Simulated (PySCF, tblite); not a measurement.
# C7H14PSi−: geometry, infrared bands and NMR shifts

Aim: predict the infrared bands and NMR shifts of C7H14PSi− (`CC#C[P-]C[Si](C)(C)C`).

The runs use tblite 0.8.0 and PySCF 2.14.0, with density-fitted response routines of our own; the level of theory stands in each step. All values are computed, except where a source is named. Atoms count from 0, in the outputs and in this text.

## (1) The starting structure

23 atoms, charge -1, multiplicity 1; geometry from: force field or distance geometry start.

Bonds of the start (Å): C0–C1 1.47, C1–C2 1.19, C2–P3 1.84, P3–C4 1.86, C4–Si5 1.87, Si5–C6 1.88, Si5–C7 1.87, Si5–C8 1.88, C0–H9 1.09, C0–H10 1.10, C0–H11 1.09, C4–H12 1.09, C4–H13 1.10, C6–H14 1.09, C6–H15 1.08, C6–H16 1.10, C7–H17 1.09, C7–H18 1.09, C7–H19 1.10, C8–H20 1.09, C8–H21 1.10, C8–H22 1.09.

## (2) Optimising the geometry with GFN2-xTB

The job: settings as JSON, then the geometry in Å.

```
{"job": {"kind": "relax", "xc": "GFN2-xTB", "basis": "xTB"}, "charge": -1, "multiplicity": 1}
C      4.780800    -0.336700     0.547600
C      3.439300    -0.858900     0.234500
C      2.363600    -1.303600     0.000100
P      0.684800    -1.947500    -0.385500
C     -0.554200    -0.886500    -1.273800
Si    -1.527300     0.174700    -0.076600
C     -0.403300     1.354600     0.868300
C     -2.502700    -0.867100     1.137500
C     -2.739900     1.213200    -1.073300
H      5.276900    -0.960900     1.292000
H      4.700300     0.678800     0.951100
H      5.389300    -0.302000    -0.350100
H     -0.032600    -0.246000    -1.989200
H     -1.232900    -1.526100    -1.849400
H      0.257000     0.815600     1.551300
H      0.208700     1.937800     0.194600
H     -0.999400     2.049500     1.474200
H     -3.150700    -0.243300     1.753800
H     -1.849400    -1.434500     1.802900
H     -3.141900    -1.578500     0.602800
H     -3.430400     0.576100    -1.629200
H     -3.336500     1.856400    -0.408800
H     -2.203900     1.862100    -1.771300
```

On the command line:

```
OMP_NUM_THREADS=1 python probes_run.py task.json out
```

One launch serves the whole session: the jobs run in the order shown.

**Question.** This job is followed by: GFN2-xTB harmonic vibrations, gas phase; GIAO PBE0/pcSseg-1 NMR shielding, non-relativistic, gas phase. Predict these results of the whole session: strongest single infrared mode (GFN2-xTB); zero-point energy (GFN2-xTB); 13C shifts against TMS (PBE0/pcSseg-1, means over atoms taken as alike); 1H shifts against TMS (PBE0/pcSseg-1, means over atoms taken as alike); 31P shifts against H3PO4 (PBE0/pcSseg-1); 29Si shifts against TMS (PBE0/pcSseg-1).

As calculated:

| quantity | value |
| --- | --- |
| strongest single infrared mode (GFN2-xTB) | 879 cm⁻¹, 320 km/mol |
| zero-point energy (GFN2-xTB) | 114.8 kcal/mol |
| 13C shifts against TMS (PBE0/pcSseg-1, means over atoms taken as alike) | 117.3, 98.5, 10.1, 10.1, 0.6 ppm |
| 1H shifts against TMS (PBE0/pcSseg-1, means over atoms taken as alike) | 2.41, 0.44, -0.06 ppm |
| 31P shifts against H3PO4 (PBE0/pcSseg-1) | -168.4 ppm |
| 29Si shifts against TMS (PBE0/pcSseg-1) | -17.0 ppm |

**Reading.** The optimisation took 114 steps and gained 0.755 eV; among the close pairs (by a distance rule), C2–P3 changed most, from 1.839 to 1.733 Å. No mode is imaginary among the 63: a minimum at this level. The strongest single mode, at 879 cm⁻¹, has its largest shares on Si5, H16, H17 and H21 (the list is cut at 4 atoms). Unscaled tight-binding wavenumbers are off by several per cent, some by more. Its intensities can rank the bands wrongly. At PBE0/pcSseg-1: The widest tensor belongs to P3: span 410 ppm, with a paramagnetic part of -480 ppm. At PBE0/pcSseg-1 the HOMO lies above zero (+0.62 eV), as often for anions in the gas phase: self-interaction error lifts it, or the electron is held by the finite basis alone; counter-ions and solvent are missing.
